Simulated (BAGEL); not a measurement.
# C2H4FGa (SMILES C=[C](F)[GaH2]) at RI-MP2/def2-SVP (density fitting with qzvpp-jkfit)

Aim: the energy change on altering one bond length of C2H4FGa at RI-MP2/def2-SVP (density fitting with qzvpp-jkfit), from 2 runs. 

Program for the calculation: BAGEL 1.2.2.

8 further runs of the same task are left out: 7 that didn't finish, 1 set aside as unsound or not needed. Runs told in other sessions of the task aren't counted.

## 1. The molecule

C2H4FGa: 8 atoms, total charge 0, spin state singlet. SMILES: `C=[C](F)[GaH2]`. Geometry: a GFN2-xTB relaxation, a rough one for these elements and not checked as a minimum.

Bond lengths: C1–C2 1.320 Å, C2–F3 1.399 Å, C2–Ga4 2.003 Å, C1–H5 1.077 Å, C1–H6 1.080 Å, Ga4–H7 1.561 Å, Ga4–H8 1.580 Å. Angles: C1–C2–F3 118.3°, C1–C2–Ga4 146.3°, F3–C2–Ga4 95.4°, C2–C1–H5 119.4°, C2–C1–H6 122.7°, C2–Ga4–H7 113.1°, C2–Ga4–H8 125.1°, H5–C1–H6 117.8°, H7–Ga4–H8 121.8°.

## 2. The energy at RI-MP2/def2-SVP (density fitting with qzvpp-jkfit)

File input.json:

```json
{ "bagel": [

{
  "title": "molecule",
  "basis": "svp",
  "df_basis": "qzvpp-jkfit",
  "angstrom": "true",
  "geometry": [
    { "atom": "C", "xyz": [       1.162950,       0.929950,       0.591380 ] },
    { "atom": "C", "xyz": [       0.162530,       0.391270,      -0.080930 ] },
    { "atom": "F", "xyz": [      -0.413560,       1.131420,      -1.118990 ] },
    { "atom": "Ga", "xyz": [      -1.035390,      -1.200200,      -0.295700 ] },
    { "atom": "H", "xyz": [       1.620000,       0.376170,       1.394410 ] },
    { "atom": "H", "xyz": [       1.551750,       1.913650,       0.372140 ] },
    { "atom": "H", "xyz": [      -2.075380,      -1.031700,      -1.447060 ] },
    { "atom": "H", "xyz": [      -0.972900,      -2.510570,       0.584760 ] }
  ]
},

{ "title": "hf" },

{ "title": "mp2", "ncore": 12 }

]}
```

Command:

```
$ BAGEL_NUM_THREADS=1 BAGEL input.json > input.out
```

The program printed:

```text
* using 1 threads per process

  ===============================================================
  ===============================================================

  *** Geometry ***

  { "atom" : "C", "xyz" : [      2.197657,      1.757351,      1.117546 ] },
  { "atom" : "C", "xyz" : [      0.307137,      0.739393,     -0.152936 ] },
  { "atom" : "F", "xyz" : [     -0.781515,      2.138074,     -2.114585 ] },
  { "atom" : "Ga", "xyz" : [     -1.956604,     -2.268049,     -0.558792 ] },
  { "atom" : "H", "xyz" : [      3.061356,      0.710858,      2.635053 ] },
  { "atom" : "H", "xyz" : [      2.932383,      3.616274,      0.703243 ] },
  { "atom" : "H", "xyz" : [     -3.921900,     -1.949630,     -2.734547 ] },
  { "atom" : "H", "xyz" : [     -1.838515,     -4.744290,      1.105036 ] },

  Number of auxiliary basis functions:      565

  Since a DF basis is specified, we compute 2- and 3-index integrals:
    o Being stored without compression. Storage requirement is 0.040 GB

  Number of basis functions:       94
  Number of electrons      :       56

    * METHOD: MOLECULE                             0.75

  *** RHF ***

  === Nuclear Repulsion ===
   234.1808555113

      * DIIS with orbital gradients will be used.

  === RHF iteration (svp) ===
      0      -2100.15116745          0.01337141           0.23
      1      -2100.26543235          0.00739850           0.22
      2      -2100.29798393          0.00150182           0.21
      3      -2100.30008838          0.00051622           0.24
      4      -2100.30032550          0.00013313           0.22
      5      -2100.30035631          0.00004381           0.22
      6      -2100.30036032          0.00002425           0.22
      7      -2100.30036094          0.00000451           0.23
      8      -2100.30036097          0.00000115           0.22
      9      -2100.30036097          0.00000044           0.22
     10      -2100.30036097          0.00000017           0.22
     11      -2100.30036097          0.00000006           0.21
     12      -2100.30036097          0.00000002           0.22
     13      -2100.30036097          0.00000001           0.23
    * SCF iteration converged.

    * Permanent dipole moment:
           (   -0.316687,     0.334651,    -0.525366) a.u.

    * METHOD: HF                                   3.89

  *** RHF ***

  === Nuclear Repulsion ===
   234.1808555113

      * DIIS with orbital gradients will be used.

  === RHF iteration (svp) ===
      0      -2100.30036097          0.00000000           0.21
    * SCF iteration converged.

    * Permanent dipole moment:
           (   -0.316688,     0.334650,    -0.525366) a.u.

  === DF-MP2 calculation ===

    * freezing 12 orbitals
    * 3-index integral transformation done
    * assembly done

      MP2 correlation energy:   -0.6601017467      0.14

      MP2 total energy:       -2100.9604627204

    * METHOD: MP2                                  0.59

  ===============================================================
```

It took 5.7 s on 1 thread of AMD EPYC, shared host; peak memory 0.16 GiB.

## 3. The distorted shape

File input.json:

```json
{ "bagel" : [

{
  "title" : "molecule",
  "basis" : "svp",
  "df_basis" : "qzvpp-jkfit",
  "angstrom" : true,
  "geometry" : [
    { "atom" : "C", "xyz" : [    1.144203,    1.323052,    0.327248 ] },
    { "atom" : "C", "xyz" : [    0.143783,    0.784372,   -0.345062 ] },
    { "atom" : "F", "xyz" : [   -0.432307,    1.524522,   -1.383122 ] },
    { "atom" : "Ga", "xyz" : [   -1.054137,   -0.807098,   -0.559832 ] },
    { "atom" : "H", "xyz" : [    1.601253,    0.769272,    1.130278 ] },
    { "atom" : "H", "xyz" : [    1.533003,    2.306752,    0.108008 ] },
    { "atom" : "H", "xyz" : [   -2.094127,   -0.638598,   -1.711192 ] },
    { "atom" : "H", "xyz" : [   -0.972900,   -2.510570,    0.584760 ] }
  ]
},
{ "title" : "hf" },
{ "title" : "mp2", "ncore" : 12 }

]}
```

Command:

```
$ BAGEL_NUM_THREADS=1 BAGEL input.json > input.out
```

The program printed:

```text
* using 1 threads per process

  ===============================================================
  ===============================================================

  *** Geometry ***

  { "atom" : "C", "xyz" : [      2.162230,      2.500206,      0.618409 ] },
  { "atom" : "C", "xyz" : [      0.271710,      1.482248,     -0.652073 ] },
  { "atom" : "F", "xyz" : [     -0.816942,      2.880929,     -2.613722 ] },
  { "atom" : "Ga", "xyz" : [     -1.992030,     -1.525194,     -1.057929 ] },
  { "atom" : "H", "xyz" : [      3.025930,      1.453713,      2.135916 ] },
  { "atom" : "H", "xyz" : [      2.896956,      4.359130,      0.204106 ] },
  { "atom" : "H", "xyz" : [     -3.957327,     -1.206775,     -3.233684 ] },
  { "atom" : "H", "xyz" : [     -1.838515,     -4.744290,      1.105036 ] },

  Number of auxiliary basis functions:      565

  Since a DF basis is specified, we compute 2- and 3-index integrals:
    o Being stored without compression. Storage requirement is 0.040 GB

  Number of basis functions:       94
  Number of electrons      :       56

    * METHOD: MOLECULE                             0.74

  *** RHF ***

  === Nuclear Repulsion ===
   231.4496777517

      * DIIS with orbital gradients will be used.

  === RHF iteration (svp) ===
      0      -2100.11330227          0.01337415           0.27
      1      -2100.22794836          0.00747617           0.26
      2      -2100.26121531          0.00151911           0.28
      3      -2100.26347598          0.00052244           0.34
      4      -2100.26373167          0.00014118           0.24
      5      -2100.26376693          0.00004630           0.23
      6      -2100.26377146          0.00002510           0.25
      7      -2100.26377212          0.00000481           0.33
      8      -2100.26377216          0.00000122           0.22
      9      -2100.26377216          0.00000046           0.22
     10      -2100.26377216          0.00000019           0.21
     11      -2100.26377216          0.00000006           0.22
     12      -2100.26377216          0.00000002           0.22
     13      -2100.26377216          0.00000001           0.22
    * SCF iteration converged.

    * Permanent dipole moment:
           (   -0.337596,    -0.089165,    -0.282190) a.u.

    * METHOD: HF                                   4.32

  *** RHF ***

  === Nuclear Repulsion ===
   231.4496777517

      * DIIS with orbital gradients will be used.

  === RHF iteration (svp) ===
      0      -2100.26377216          0.00000000           0.22
    * SCF iteration converged.

    * Permanent dipole moment:
           (   -0.337596,    -0.089166,    -0.282190) a.u.

  === DF-MP2 calculation ===

    * freezing 12 orbitals
    * 3-index integral transformation done
    * assembly done

      MP2 correlation energy:   -0.6593950219      0.15

      MP2 total energy:       -2100.9231671867

    * METHOD: MP2                                  0.61

  ===============================================================
```

Wall time 6.3 s (1 thread of AMD EPYC, shared host); peak memory 0.16 GiB.

## 4. Outcome

Level: RI-MP2/def2-SVP (density fitting with qzvpp-jkfit), 12 core orbitals frozen.

| quantity | value |
| --- | --- |
| first shape: total energy | -2100.96046 Eh |
| first shape: correlation energy (12 core orbitals frozen) | -660.1 mEh |
| distorted shape: total energy | -2100.92317 Eh |
| distorted shape: correlation energy (12 core orbitals frozen) | -659.4 mEh |
| energy change with the Ga4–H8 bond stretched from 1.580 to 2.054 Å | 1.015 eV |

**Reading.** With the Ga4–H8 bond stretched from 1.580 to 2.054 Å the energy rises by 1.01 eV (23 kcal/mol). The first shape isn't relaxed at this level, so the change isn't measured from a minimum.
